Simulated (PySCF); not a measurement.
**IO⁻: changing the method**

Starting from one script, swap the method and compare what comes out for IO⁻.

Method: method and basis as typed in the scripts; program: PySCF 2.14.0.

5 further runs of the same task are left out: 2 for a known fault of the program, 3 that didn't finish.

## 1. The starting structure

IO⁻: 2 atoms, charge -1, spin multiplicity 1.

Bond lengths: I1–O2 1.909 Å.

## 2. The run that the others are compared with

Contents of input.py:

```python
from pyscf import gto, scf

mol = gto.M(
    atom='I 0 0 0; O 0 0 1.909',
    basis='sbkjc',
    ecp={'I': 'sbkjc', 'O': 'sbkjc'},
    charge=-1,
    spin=0,
    verbose=4,
)
mf = scf.RHF(mol)
mf.kernel()
mf.dip_moment()
print('orbital energies (hartree):', mf.mo_energy[..., max(0, mol.nelec[1]-3):mol.nelec[0]+3].round(4))
```

The run is started by

```bash
$ OMP_NUM_THREADS=1 python input.py
```

Its log is not repeated here.

Base result: E(SCF) = -26.827265 Eh, 8 cycles.

The bond length is a typed value, not an optimised one. The dipole of an ion depends on the origin.

## 3. NEVPT2

Edit 1 changes step after the SCF: none → nevpt2; active space: none → 4 electrons in 6 orbitals.

Contents of input.py:

```python
from pyscf import gto, scf, mcscf, mrpt

mol = gto.M(
    atom='I 0 0 0; O 0 0 1.909',
    basis='sbkjc',
    ecp={'I': 'sbkjc', 'O': 'sbkjc'},
    charge=-1,
    spin=0,
    verbose=4,
)
mf = scf.RHF(mol)
mf.kernel()
mc = mcscf.CASSCF(mf, 6, 4)
mc.kernel()
mc.analyze()
mrpt.NEVPT(mc).kernel()
mf.dip_moment()
print('orbital energies (hartree):', mf.mo_energy[..., max(0, mol.nelec[1]-3):mol.nelec[0]+3].round(4))
```

The run is started by

```bash
$ OMP_NUM_THREADS=1 python input.py
```

## 4. Frequency run

Edit 2 changes step after the SCF: none → frequency.

Changes to input.py since step 2:

```diff
@@ -1,2 +1,3 @@
 from pyscf import gto, scf
+from pyscf.hessian import thermo
 
@@ -12,2 +13,4 @@
 mf.kernel()
+hess = mf.Hessian().kernel()
+print('wavenumber (cm^-1) =', thermo.harmonic_analysis(mol, hess)['freq_wavenumber'].round(1))
 mf.dip_moment()
```

## 5. O3lyp (RKS)

Edit 3 changes functional: none (Hartree–Fock) → o3lyp; SCF type: RHF → RKS; step after the SCF: none → analyze.

Changes to input.py since step 2:

```diff
@@ -1,2 +1,2 @@
-from pyscf import gto, scf
+from pyscf import gto, dft
 
@@ -10,4 +10,5 @@
 )
-mf = scf.RHF(mol)
+mf = dft.RKS(mol, xc='o3lyp')
 mf.kernel()
+mf.mulliken_pop()
 mf.dip_moment()
```

## 6. MP2

Edit 4 changes step after the SCF: none → mp2.

Changes to input.py since step 2:

```diff
@@ -1,2 +1,2 @@
-from pyscf import gto, scf
+from pyscf import gto, scf, mp
 
@@ -12,2 +12,3 @@
 mf.kernel()
+mp.MP2(mf).kernel()
 mf.dip_moment()
```

What does the calculation give? Wanted: for each run, E(SCF); from base; gap; after the SCF.

The runs gave:

| run | E(SCF) (hartree) | from base (eV) | cycles | gap (eV) | after the SCF |
| --- | --- | --- | --- | --- | --- |
| base | -26.827265 | 0 | 8 | 11.51 | n/a |
| NEVPT2 | -26.827265 | 0.0000 | 8 | 11.51 | NEVPT2 correlation -3.208 eV (from the SCF energy, the CASSCF gain included) |
| frequency run | -26.827265 | 0.0000 | 8 | 11.51 | highest mode 712 cm⁻¹ |
| o3lyp (RKS) | -27.386499 | not comparable | 8 | 2.91 | n/a |
| MP2 | -26.827265 | 0.0000 | 8 | 11.51 | MP2 correlation -3.450 eV |

**Reading.** A lower total energy from another functional means nothing by itself.
